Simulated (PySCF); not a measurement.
# ErH8O4 (Er(H2O)43+): the cost of one run

Program: PySCF 2.14.0. Level of theory: several levels, as the steps say, no spin–orbit coupling. These are calculated values, not measurements.

3 further runs of the same task are left out: 2 for a known fault of the program, 1 that didn't finish.

**1. Starting geometry**

13 atoms, charge 3, spin multiplicity 1.

Bond lengths: Er1–O2 2.248 Å, Er1–O5 2.248 Å, Er1–O8 2.248 Å, Er1–O11 2.248 Å, O2–H3 0.985 Å, O2–H4 0.985 Å, O5–H6 0.985 Å, O5–H7 0.985 Å, O8–H9 0.985 Å, O8–H10 0.985 Å, O11–H12 0.985 Å, O11–H13 0.985 Å. Angles: O2–Er1–O5 110.6°, O2–Er1–O8 107.2°, O2–Er1–O11 110.6°, O5–Er1–O8 110.6°, O5–Er1–O11 107.2°, O8–Er1–O11 110.6°, Er1–O2–H3 128.3°, Er1–O2–H4 128.3°, H3–O2–H4 103.4°, Er1–O5–H6 128.3°, Er1–O5–H7 128.3°, H6–O5–H7 103.4°, Er1–O8–H9 128.3°, Er1–O8–H10 128.3°, H9–O8–H10 103.4°, Er1–O11–H12 128.3°, Er1–O11–H13 128.3°, H12–O11–H13 103.4°.

Geometry (Å):

```xyz
13
ErH8O4
Er    0.0000    0.0000    0.0000
O     1.3342    1.3121    1.2459
H     2.1385    1.0581    1.7541
H     1.2596    2.2808    1.4076
O    -1.3341   -1.2460    1.3121
H    -1.2597   -1.4075    2.2807
H    -2.1385   -1.7541    1.0580
O     1.3342   -1.3121   -1.2459
H     1.2596   -2.2808   -1.4076
H     2.1385   -1.0581   -1.7541
O    -1.3341    1.2460   -1.3121
H    -2.1385    1.7541   -1.0580
H    -1.2597    1.4075   -2.2807
```

Formal oxidation states: Er +3. Each metal's 11 4f electrons lie in its core potential, so multiplicities, spins and levels count the valence alone. An earlier session relaxed this geometry at PBE0, Er lcecp-1-SVP with ECP57, O def2-SVP, H def2-SVP (singlet, point group D2).

At PBE0 on the finer grid: E = -342.427999 Eh, HOMO -24.54 eV, LUMO -15.10 eV, Mulliken charge on Er1 +1.72 e, largest force component 0.004 eV/Å. 

Levels to run: revPBE; HF; TPSS; PBE; PBE0, TZVP. Hardware: 2 threads of Arm Neoverse V1, shared host.

**2. revPBE**

Input file run.py (the lines that set the calculation):

```python
mol = gto.M(atom='''
Er     0.00002     0.00000     0.00000
O      1.33422     1.31210     1.24595
H      2.13845     1.05807     1.75412
H      1.25962     2.28077     1.40756
O     -1.33414    -1.24598     1.31211
H     -1.25966    -1.40749     2.28075
H     -2.13851    -1.75405     1.05805
O      1.33422    -1.31210    -1.24595
H      1.25962    -2.28077    -1.40756
H      2.13845    -1.05807    -1.75412
O     -1.33414     1.24598    -1.31211
H     -2.13851     1.75405    -1.05805
H     -1.25966     1.40749    -2.28075''',
    basis={'Er': 'lcecp-1-SVP', 'O': 'def2-SVP', 'H': 'def2-SVP'},
    ecp={'Er': 'lcecp-1-SVP'},
    charge=3, spin=0)
mf = dft.RKS(mol, xc='PBE_R,PBE')
mf.grids.atom_grid = (75, 302)  # f atoms: unpruned, at least (60, 302)
mf = mf.density_fit()  # fitting sets: Er AutoAux, O def2-universal-JKFIT, H def2-universal-JKFIT
mf.conv_tol = 1e-08; mf.max_cycle = 55
mf.kernel(dm0)  # dm0: the density of the relaxed state
```

The run is started by

```
> OMP_NUM_THREADS=2 python run.py
```

**Question.** How long does this run take on 2 threads of Arm Neoverse V1, shared host?

About 10 s.
